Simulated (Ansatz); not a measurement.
# NO2F (nitryl fluoride) at CCSDTQ/STO-3G

What is the electronic atomisation energy of NO2F (nitryl fluoride) at CCSDTQ/STO-3G? 

The results are computed with Ansatz 0.2.0.

58 further runs of the same task are left out: 10 that didn't finish, 48 set aside as unsound or not needed.

**1. The structure to begin with**

NO2F: 4 atoms, total charge 0, spin state singlet. As SMILES, `O=[N+]([O-])F`. The coordinates come from a GFN2-xTB relaxation.

Bond lengths: O1–N2 1.145 Å, N2–O3 1.145 Å. Angles: O1–N2–O3 140.2°. A long bond or contact: N2–F4 1.545 Å.

**2. The energy at CCSDTQ/STO-3G**

Input file molecule.yaml:

```yaml
crystal:
  periodic: [false, false, false]
  atoms:
    - symbol: O
      position_ang: [0.188740, 0.465950, 1.115660]
    - symbol: "N"
      position_ang: [0.109710, -0.098240, 0.122020]
    - symbol: O
      position_ang: [0.475520, -1.064170, -0.373030]
    - symbol: F
      position_ang: [-0.773970, 0.696460, -0.864650]
basis:
  gaussian:
    orbitals: STO-3G
correlation:
  method: ccsdtq
  frozen_orbitals: {F: 1, "N": 1, O: 1}
accuracy: high
scf:
  omitted_lower_state_checks: [cluster_reference, increment]
```

The run is started by

```sh
$ ansatz run molecule.yaml --threads 1 --pin off --max-ram 2610MiB --events-out events.jsonl --progress --plain --runs-dir runs
```

Standard output:

```text
Warning: RAYON_NUM_THREADS=1 ignored (pool sized by the plan → 1); use --threads N
Functional definition: HF
  name "HF"
  exchange = exact_x
  correlation = 0
these checks for a lower state are left out or cut short: cluster_reference, increment
368 factors; integrals over basis functions are off by at most 3.8e-8 eV
mean field evaluation 1: about -8133.4913 eV, gradient 5.2e1 eV
mean field evaluation 2: about -8133.6699 eV, gradient 5.2e1 eV
mean field evaluation 4: about -8141.7266 eV, gradient 2.4e0 eV
mean field evaluation 8: about -8141.7737 eV, gradient 1.2e-1 eV
mean field -8141.77370676 eV, -299.2046650310 hartree, gradient 9.0e-9 eV, S^2 0.000000; 0 other end points of the search recorded, 0 dependent functions left out; unrestricted orbitals would lower it
4 core orbitals not correlated: weight in the atoms' cores, before any rotation towards them, 1.000 or more for the frozen orbitals, at most 0.000 for the correlated occupied ones
reference -8141.77370676 eV, -299.2046650310 hartree; 12, 12 occupied and 4, 4 virtual orbitals, 368 factors
second order -5.94364523 eV of doubles, -0.00000000 eV of singles
cycle   1  -5.92134140 eV  change    2.2e-2 eV  update   1.5e-1
cycle   2  -6.56907442 eV  change   -6.5e-1 eV  update   1.0e-1
cycle   3  -6.95540329 eV  change   -3.9e-1 eV  update   3.8e-2
cycle   4  -6.98387205 eV  change   -2.8e-2 eV  update   1.8e-2
cycle   5  -7.00211816 eV  change   -1.8e-2 eV  update   7.4e-3
cycle   6  -7.01067908 eV  change   -8.6e-3 eV  update   4.6e-3
cycle   7  -7.01558790 eV  change   -4.9e-3 eV  update   3.0e-3
cycle   8  -7.01346473 eV  change    2.1e-3 eV  update   1.6e-3
cycle   9  -7.01140014 eV  change    2.1e-3 eV  update   9.8e-4
cycle  10  -7.01324275 eV  change   -1.8e-3 eV  update   4.0e-4
cycle  11  -7.01339522 eV  change   -1.5e-4 eV  update   2.4e-4
cycle  12  -7.01336880 eV  change    2.6e-5 eV  update   1.2e-4
cycle  13  -7.01338499 eV  change   -1.6e-5 eV  update   8.9e-5
cycle  14  -7.01336800 eV  change    1.7e-5 eV  update   9.1e-5
cycle  15  -7.01333349 eV  change    3.5e-5 eV  update   5.1e-5
cycle  16  -7.01332665 eV  change    6.8e-6 eV  update   2.0e-5
cycle  17  -7.01333351 eV  change   -6.9e-6 eV  update   1.3e-5
cycle  18  -7.01333853 eV  change   -5.0e-6 eV  update   3.3e-6
cycle  19  -7.01333813 eV  change    4.0e-7 eV  update   9.5e-7
cycle  20  -7.01333807 eV  change    5.5e-8 eV  update   4.7e-7
cycle  21  -7.01333742 eV  change    6.5e-7 eV  update   2.2e-7
cycle  22  -7.01333700 eV  change    4.2e-7 eV  update   1.8e-7
cycle  23  -7.01333702 eV  change   -1.5e-8 eV  update   9.3e-8
cycle  24  -7.01333694 eV  change    7.4e-8 eV  update   5.8e-8
cycle  25  -7.01333693 eV  change    1.4e-8 eV  update   4.0e-8
cycle  26  -7.01333698 eV  change   -5.1e-8 eV  update   2.7e-8
cycle  27  -7.01333694 eV  change    3.6e-8 eV  update   6.3e-8
cycle  28  -7.01333695 eV  change   -3.1e-9 eV  update   2.0e-8
cycle  29  -7.01333695 eV  change   -1.2e-9 eV  update   1.3e-8
cycle  30  -7.01333695 eV  change   -4.1e-9 eV  update   4.3e-9
cycle  31  -7.01333695 eV  change   -2.8e-9 eV  update   2.6e-9
cycle  32  -7.01333696 eV  change   -2.2e-9 eV  update   1.5e-9
cycle  33  -7.01333696 eV  change  -7.3e-10 eV  update  8.1e-10
Total energy: -8148.78704371 eV, -299.4624004103 hartree
Checks for a lower state left out: cluster_reference, increment
```

Run time: 23 s. Hardware: 1 thread of Arm Neoverse V1, shared host; peak memory 0.27 GiB.

**3. The F atom at the same level**

Input file input.yaml:

```yaml
crystal:
  periodic: [false, false, false]
  atoms:
    - {symbol: F, position_ang: [0.000000, 0.000000, 0.000000]}
basis:
  gaussian:
    orbitals: STO-3G
magnetization:
  spin_polarized: true
  initial_magnetization: 1
correlation:
  method: ccsdtq
  frozen_orbitals: {F: 1}
accuracy: high
scf:
  omitted_lower_state_checks: [cluster_reference, increment]
```

Run the same way, it converges to -97.98651 Eh (log not shown).

**4. The N atom, same level**

Input file run.yaml:

```yaml
crystal:
  periodic: [false, false, false]
  atoms:
    - {symbol: N, position_ang: [0.000000, 0.000000, 0.000000]}
basis:
  gaussian: {orbitals: STO-3G}
magnetization: {spin_polarized: true, initial_magnetization: 3}
correlation: {method: ccsdtq, frozen_orbitals: {"N": 1}}
accuracy: high
scf: {omitted_lower_state_checks: [cluster_reference, increment]}
```

Run the same way, it converges to -53.71901 Eh (log not shown).

**5. The O atom, same level**

Input file job.yaml:

```yaml
crystal:
  periodic: [false, false, false]
  atoms:
    - symbol: O
      position_ang: [0.000000, 0.000000, 0.000000]
basis:
  gaussian:
    orbitals: STO-3G
scf:
  omitted_lower_state_checks: [cluster_reference, increment]
accuracy: high
magnetization:
  spin_polarized: true
  initial_magnetization: 2
correlation:
  method: ccsdtq
  frozen_orbitals: {O: 1}
```

Run the same way, it converges to -73.80415 Eh (log not shown).

**6. What came out**

At CCSDTQ/STO-3G, 4 core orbitals frozen:

| quantity | value |
| --- | --- |
| molecule: total energy | -299.46240 Eh |
| molecule: correlation energy (4 core orbitals frozen) | -257.7 mEh |
| molecule: T1 diagnostic | 0.018 |
| F atom: total energy | -97.98651 Eh |
| F atom: correlation energy (1 core orbital frozen) | 0.0 mEh |
| F atom: ⟨S²⟩ of the reference determinant | 0.750 |
| F atom: T1 diagnostic | 0.000 |
| N atom: total energy | -53.71901 Eh |
| N atom: correlation energy (1 core orbital frozen) | 0.0 mEh |
| N atom: ⟨S²⟩ of the reference determinant | 3.750 |
| N atom: T1 diagnostic | 0.000 |
| O atom: total energy | -73.80415 Eh |
| O atom: correlation energy (1 core orbital frozen) | 0.0 mEh |
| O atom: ⟨S²⟩ of the reference determinant | 2.000 |
| O atom: T1 diagnostic | 0.000 |
| electronic atomisation energy | 4.043 eV |

What this shows: Taking the molecule apart into free atoms costs 4.04 eV (93 kcal/mol), before zero-point energy and without spin-orbit coupling. In a minimal basis such a difference can be off by several eV, whatever the method. The restricted solution (molecule) is unstable to spin breaking: an unrestricted one lies lower.
